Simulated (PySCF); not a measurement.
# C4H8OSi: magnetic properties

Wanted: magnetic properties for C4H8OSi (`CO[C@@H]1C=C[SiH2]1`).

Programs: PySCF 2.14.0, with routines of our own; each step states its level. All values are computed. Atoms count from 0.

## 1. The starting structure

14 atoms, charge 0, multiplicity 1; geometry from: GFN2-xTB.

## 2. Geometry optimisation at PBE0-D3(BJ)/def2-SVP

What the job is given:

```
{"job": {"xc": "PBE0", "basis": "def2-SVP", "d3": "d3bj", "grid": 1, "kind": "geom"}, "charge": 0, "multiplicity": 1}
C      2.187049     0.280941     0.301543
O      1.133639    -0.275028    -0.427477
C      0.004669    -0.558712     0.380799
C     -1.153943    -1.091307    -0.420060
C     -2.162829    -0.249619    -0.181153
Si    -1.156189     0.920387     0.904672
H      2.538635    -0.404590     1.085020
H      2.995548     0.471034    -0.402205
H      1.884805     1.223233     0.780345
H      0.304644    -1.254988     1.180739
H     -1.119430    -1.971958    -1.042317
H     -3.171835    -0.328484    -0.553016
H     -0.802826     2.212238     0.323317
H     -1.482615     1.026379     2.327651
```

The run is started by

```sh
> OMP_NUM_THREADS=1 python excited_run.py task.json out
```

One launch serves the whole session: the jobs run in the order shown.

The log of the run:

```text
step   0  E = -521.23504560  max force = 0.028119
step   1  E = -521.23915325  max force = 0.004177
step   2  E = -521.23930390  max force = 0.001330
step   3  E = -521.23932950  max force = 0.000720
step   4  E = -521.23933782  max force = 0.000577
step   5  E = -521.23934311  max force = 0.000492
step   6  E = -521.23934480  max force = 0.000283
optimisation converged
```

It took 28 s on 1 thread of Arm Neoverse V2, shared host; peak memory 0.57 GiB.

Step by step:

```
step  energy from step 0 (eV)  largest force component (eV/Å)
   0                   0.0000                          1.4459
   1                  -0.1118                          0.2148
   2                  -0.1159                          0.0684
   3                  -0.1166                          0.0370
   4                  -0.1168                          0.0297
   5                  -0.1169                          0.0253
   6                  -0.1170                          0.0146
```

Distances of close pairs at the start and the end, largest changes first:

```
   bond  before (Å)  after (Å)  change (Å)
Si5–H13       1.464      1.499      +0.035
Si5–H12       1.460      1.495      +0.035
 C4–Si5       1.887      1.864      -0.023
  O1–C2       1.417      1.395      -0.022
 C3–H10       1.079      1.100      +0.021
 C4–H11       1.078      1.092      +0.014
  C3–C4       1.335      1.349      +0.014
  C0–H8       1.099      1.110      +0.010
```

The final coordinates are the input of the step that follows.

```
                         at the end point                value
  point group (found at 0.08 Å tolerance)                   C1
rotational constants (GHz, main isotopes)  5.651, 2.171, 1.689
                        dipole moment (D)                 0.89
```

## 3. Magnetic properties: GIAO wB97X-D/pcSseg-1

What the job is given:

```
{"job": {"kind": "mag", "xc": "wB97X-D", "basis": "pcSseg-1", "isotopologues": 2}, "charge": 0, "multiplicity": 1}
C      2.431364     0.373479     0.393924
O      1.330606    -0.103310    -0.311524
C      0.210687    -0.311712     0.494426
C     -0.998004    -0.752444    -0.297841
C     -2.017733     0.088495    -0.026659
Si    -0.917777     1.186072     1.002930
H      2.764657    -0.337174     1.176785
H      3.254644     0.522231    -0.318529
H      2.213879     1.342583     0.889090
H      0.443161    -1.020207     1.318944
H     -0.998840    -1.625229    -0.967374
H     -3.043888     0.007992    -0.391795
H     -0.526080     2.489233     0.384000
H     -1.261775     1.432151     2.440837
```

Level: GIAO wB97X-D/pcSseg-1 magnetisability, rotational g tensor and spin-rotation constants, non-relativistic, gas phase.

The log of the run:

```text
coarse grid: 12016 points
cycle   1  E = -521.6473036038  dE =  8.586e-01  |g| = 5.763e-01  |ddm| = 3.267e+00
cycle   2  E = -521.6413706324  dE =  5.933e-03  |g| = 6.520e-01  |ddm| = 8.326e-01
cycle   3  E = -521.7131617300  dE = -7.179e-02  |g| = 5.059e-02  |ddm| = 4.414e-01
cycle   4  E = -521.7136562743  dE = -4.945e-04  |g| = 2.226e-02  |ddm| = 6.215e-02
cycle   5  E = -521.7137767822  dE = -1.205e-04  |g| = 6.111e-03  |ddm| = 2.632e-02
cycle   6  E = -521.7137866764  dE = -9.894e-06  |g| = 1.955e-03  |ddm| = 8.151e-03
final grid: 110944 points
cycle   7  E = -521.7643814737  dE = -1.336e-04  |g| = 4.261e-03  |ddm| = 3.415e-02
cycle   8  E = -521.7643834863  dE = -2.013e-06  |g| = 3.537e-03  |ddm| = 7.271e-03
cycle   9  E = -521.7643859409  dE = -2.455e-06  |g| = 8.603e-04  |ddm| = 2.804e-03
cycle  10  E = -521.7643861171  dE = -1.762e-07  |g| = 2.418e-04  |ddm| = 1.060e-03
cycle  11  E = -521.7643861341  dE = -1.705e-08  |g| = 6.237e-05  |ddm| = 3.959e-04
cycle  12  E = -521.7643861356  dE = -1.485e-09  |g| = 1.767e-05  |ddm| = 1.076e-04
cycle  13  E = -521.7643861358  dE = -1.844e-10  |g| = 7.719e-06  |ddm| = 5.243e-05
converged SCF energy = -521.7643861358

Magnetisability tensor (1e-30 J/T^2)
     -948.52      -43.74       14.23
      -43.74     -899.18       27.33
       14.23       27.33     -948.48
isotropic -932.06   principal values    -990.98   -935.31   -869.89
isotropic susceptibility -56.130 1e-6 cm^3/mol

Inertial axes            a          b          c
rot. const./GHz      5.6515     2.1711     1.6892
chi total           -56.739    -54.005    -57.646
chi diamagnetic    -318.767   -659.405   -818.399
chi paramagnetic    262.028    605.400    760.753
quadrupole/D A        4.482     -0.823     -3.659
g nuclear            0.6324     0.5936     0.5893
g electronic        -0.6957    -0.6175    -0.6037
g total             -0.0633    -0.0239    -0.0144

Spin-rotation constants (kHz, H = +C I.J)
atom  isotope        aa         bb         cc
  6     1H       -0.456     -0.244      0.059
  7     1H       -0.046     -0.216     -0.069
  8     1H       -0.415      0.053     -0.190
  9     1H       -0.500     -0.231      0.081
 10     1H       -0.533      0.245     -0.179
 11     1H        0.405     -0.152     -0.178
 12     1H       -0.467     -0.114      0.019
 13     1H       -0.417     -0.053     -0.035
  0    13C*       1.044      0.421      0.396
  1    17O*      -0.447     -0.160     -0.116
  2    13C*       1.214      0.539      0.387
  3    13C*       2.348      1.097      0.339
  4    13C*       2.354      0.956      0.244
  5   29Si*      -3.029     -1.351     -1.035
* in the singly substituted isotopologue

Isotopologues: g along a, b, c
2H    at 6,7,8,9,10,11,    -0.0506    -0.0203    -0.0123
13C   at 0                 -0.0632    -0.0233    -0.0141
```

It took 22 s on 1 thread of Arm Neoverse V2, shared host; peak memory 0.83 GiB.

From this job:

```
              quantity                      value
       magnetisability            -932·10⁻³⁰ J/T²
  molar susceptibility         -56.1·10⁻⁶ cm³/mol
rotational g (a, b, c)  -0.0633, -0.0239, -0.0144
```

## 4. Magnetic properties: GIAO BLYP/pcSseg-1

The job, as its differences from that of step 3:

```diff
@@ -1,2 +1,2 @@
-{"job": {"kind": "mag", "xc": "wB97X-D", "basis": "pcSseg-1", "isotopologues": 2}, "charge": 0, "multiplicity": 1}
+{"job": {"kind": "mag", "xc": "BLYP", "basis": "pcSseg-1"}, "charge": 0, "multiplicity": 1}
 C      2.431364     0.373479     0.393924
```

With the program's defaults for keys left out, this is: GIAO BLYP/pcSseg-1 magnetisability, rotational g tensor and spin-rotation constants, non-relativistic, gas phase.

The log of the run:

```text
coarse grid: 12016 points
cycle   1  E = -521.5609716025  dE =  5.845e-01  |g| = 7.536e-01  |ddm| = 3.372e+00
cycle   2  E = -521.0466171140  dE =  5.144e-01  |g| = 1.678e+00  |ddm| = 2.966e+00
cycle   3  E = -521.6718120645  dE = -6.252e-01  |g| = 2.392e-01  |ddm| = 2.548e+00
cycle   4  E = -521.6800609557  dE = -8.249e-03  |g| = 1.446e-01  |ddm| = 3.220e-01
cycle   5  E = -521.6842336343  dE = -4.173e-03  |g| = 6.861e-02  |ddm| = 1.595e-01
cycle   6  E = -521.6853259695  dE = -1.092e-03  |g| = 2.159e-02  |ddm| = 6.483e-02
cycle   7  E = -521.6854694137  dE = -1.434e-04  |g| = 3.770e-03  |ddm| = 3.062e-02
cycle   8  E = -521.6854728262  dE = -3.412e-06  |g| = 1.151e-03  |ddm| = 4.434e-03
final grid: 110944 points
cycle   9  E = -521.7541140802  dE = -2.219e-05  |g| = 9.998e-03  |ddm| = 2.613e-02
cycle  10  E = -521.7540693281  dE =  4.475e-05  |g| = 1.791e-02  |ddm| = 1.931e-02
cycle  11  E = -521.7541342891  dE = -6.496e-05  |g| = 2.372e-03  |ddm| = 1.322e-02
cycle  12  E = -521.7541354461  dE = -1.157e-06  |g| = 4.381e-04  |ddm| = 2.444e-03
cycle  13  E = -521.7541354816  dE = -3.550e-08  |g| = 2.841e-04  |ddm| = 7.035e-04
cycle  14  E = -521.7541355027  dE = -2.107e-08  |g| = 5.399e-05  |ddm| = 2.422e-04
cycle  15  E = -521.7541355033  dE = -6.477e-10  |g| = 1.730e-05  |ddm| = 7.657e-05
converged SCF energy = -521.7541355033

Magnetisability tensor (1e-30 J/T^2)
     -916.84      -41.58        9.03
      -41.58     -882.00       19.75
        9.03       19.75     -927.42
isotropic -908.75   principal values    -956.68   -917.09   -852.50
isotropic susceptibility -54.726 1e-6 cm^3/mol

Inertial axes            a          b          c
rot. const./GHz      5.6515     2.1711     1.6892
chi total           -54.826    -53.326    -56.027
chi diamagnetic    -319.911   -660.446   -819.928
chi paramagnetic    265.085    607.120    763.901
quadrupole/D A        4.324     -1.158     -3.166
g nuclear            0.6324     0.5936     0.5893
g electronic        -0.7038    -0.6192    -0.6062
g total             -0.0714    -0.0257    -0.0169

Spin-rotation constants (kHz, H = +C I.J)
atom  isotope        aa         bb         cc
  6     1H       -0.446     -0.247      0.063
  7     1H       -0.030     -0.219     -0.069
  8     1H       -0.404      0.060     -0.193
  9     1H       -0.490     -0.233      0.088
 10     1H       -0.522      0.243     -0.181
 11     1H        0.414     -0.157     -0.181
 12     1H       -0.470     -0.113      0.023
 13     1H       -0.410     -0.050     -0.030
  0    13C*       1.137      0.457      0.431
  1    17O*      -0.624     -0.207     -0.155
  2    13C*       1.358      0.595      0.428
  3    13C*       2.394      1.101      0.374
  4    13C*       2.426      0.962      0.274
  5   29Si*      -3.162     -1.407     -1.090
* in the singly substituted isotopologue
```

Run time: 21 s. Hardware: 1 thread of Arm Neoverse V2, shared host; peak memory 0.57 GiB.

Key values:

```
              quantity                      value
       magnetisability            -909·10⁻³⁰ J/T²
  molar susceptibility         -54.7·10⁻⁶ cm³/mol
rotational g (a, b, c)  -0.0714, -0.0257, -0.0169
```

## 5. Magnetic properties: GIAO BHandHLYP/def2-SVP

The job, as its differences from that of step 4:

```diff
@@ -1,2 +1,2 @@
-{"job": {"kind": "mag", "xc": "BLYP", "basis": "pcSseg-1"}, "charge": 0, "multiplicity": 1}
+{"job": {"kind": "mag", "xc": "BHandHLYP", "basis": "def2-SVP"}, "charge": 0, "multiplicity": 1}
 C      2.431364     0.373479     0.393924
```

Method: GIAO BHandHLYP/def2-SVP magnetisability, rotational g tensor and spin-rotation constants, non-relativistic, gas phase.

The log of the run:

```text
coarse grid: 12016 points
cycle   1  E = -521.3625459301  dE =  8.019e-01  |g| = 5.156e-01  |ddm| = 3.741e+00
cycle   2  E = -521.3672603581  dE = -4.714e-03  |g| = 5.344e-01  |ddm| = 9.460e-01
cycle   3  E = -521.4213066747  dE = -5.405e-02  |g| = 5.470e-02  |ddm| = 5.377e-01
cycle   4  E = -521.4218629679  dE = -5.563e-04  |g| = 2.025e-02  |ddm| = 7.328e-02
cycle   5  E = -521.4219662299  dE = -1.033e-04  |g| = 5.569e-03  |ddm| = 2.687e-02
cycle   6  E = -521.4219741291  dE = -7.899e-06  |g| = 1.682e-03  |ddm| = 6.822e-03
final grid: 110944 points
cycle   7  E = -521.4785776726  dE = -1.097e-05  |g| = 2.708e-03  |ddm| = 1.342e-02
cycle   8  E = -521.4785771417  dE =  5.309e-07  |g| = 3.097e-03  |ddm| = 5.210e-03
cycle   9  E = -521.4785795085  dE = -2.367e-06  |g| = 3.081e-04  |ddm| = 2.817e-03
cycle  10  E = -521.4785795319  dE = -2.335e-08  |g| = 9.141e-05  |ddm| = 4.199e-04
cycle  11  E = -521.4785795345  dE = -2.601e-09  |g| = 1.648e-05  |ddm| = 1.406e-04
cycle  12  E = -521.4785795346  dE = -8.208e-11  |g| = 5.948e-06  |ddm| = 2.492e-05
converged SCF energy = -521.4785795346

Magnetisability tensor (1e-30 J/T^2)
     -954.71      -43.95       19.05
      -43.95     -906.58       34.14
       19.05       34.14     -959.43
isotropic -940.24   principal values   -1006.63   -938.82   -875.27
isotropic susceptibility -56.623 1e-6 cm^3/mol

Inertial axes            a          b          c
rot. const./GHz      5.6515     2.1711     1.6892
chi total           -57.145    -54.103    -58.621
chi diamagnetic    -318.331   -659.245   -818.415
chi paramagnetic    261.187    605.143    759.795
quadrupole/D A        4.070     -0.766     -3.304
g nuclear            0.6324     0.5936     0.5893
g electronic        -0.6935    -0.6172    -0.6030
g total             -0.0611    -0.0237    -0.0136

Spin-rotation constants (kHz, H = +C I.J)
atom  isotope        aa         bb         cc
  6     1H       -0.472     -0.249      0.054
  7     1H       -0.058     -0.221     -0.074
  8     1H       -0.435      0.049     -0.192
  9     1H       -0.519     -0.234      0.079
 10     1H       -0.553      0.245     -0.184
 11     1H        0.393     -0.157     -0.181
 12     1H       -0.475     -0.117      0.017
 13     1H       -0.424     -0.055     -0.038
  0    13C*       0.923      0.374      0.352
  1    17O*      -0.344     -0.129     -0.093
  2    13C*       1.096      0.485      0.347
  3    13C*       2.161      1.023      0.297
  4    13C*       2.182      0.889      0.210
  5   29Si*      -2.589     -1.169     -0.867
* in the singly substituted isotopologue
```

It took 12 s on 1 thread of Arm Neoverse V2, shared host; peak memory 0.6 GiB.

From this job:

```
              quantity                      value
       magnetisability            -940·10⁻³⁰ J/T²
  molar susceptibility         -56.6·10⁻⁶ cm³/mol
rotational g (a, b, c)  -0.0611, -0.0237, -0.0136
```

## 6. Magnetic properties side by side

```
                  level  ξ (10⁻³⁰ J/T²)     g(a)     g(b)  gap (eV)  functions  time
  GIAO wB97X-D/pcSseg-1            -932  -0.0633  -0.0239     10.28        149  22 s
     GIAO BLYP/pcSseg-1            -909  -0.0714  -0.0257      4.20        149  21 s
GIAO BHandHLYP/def2-SVP            -940  -0.0611  -0.0237      9.14        128  12 s
```

## 7. Outcome

| quantity | value |
| --- | --- |
| point group | C1 |
| rotational constants (main isotopes) | 5.65, 2.17, 1.69 GHz |
| magnetisability (step 3, GIAO wB97X-D/pcSseg-1) | -932·10⁻³⁰ J/T² |
| molar susceptibility (step 3, GIAO wB97X-D/pcSseg-1) | -56.1·10⁻⁶ cm³/mol |
| rotational g (a, b, c) (step 3, GIAO wB97X-D/pcSseg-1) | -0.0633, -0.0239, -0.0144 |
| magnetisability over the levels | -940 to -909·10⁻³⁰ J/T² |

Relaxing lowered the energy by 0.117 eV in 6 steps; the close pair that moved most is Si5–H13, from 1.464 to 1.499 Å. The magnetisability spreads by 3.4 % over 3 levels, from GIAO BHandHLYP/def2-SVP (12 s) to GIAO BLYP/pcSseg-1 (21 s); the runs took 12 s to 22 s. Vibrational averaging and real surroundings are missing from these values.
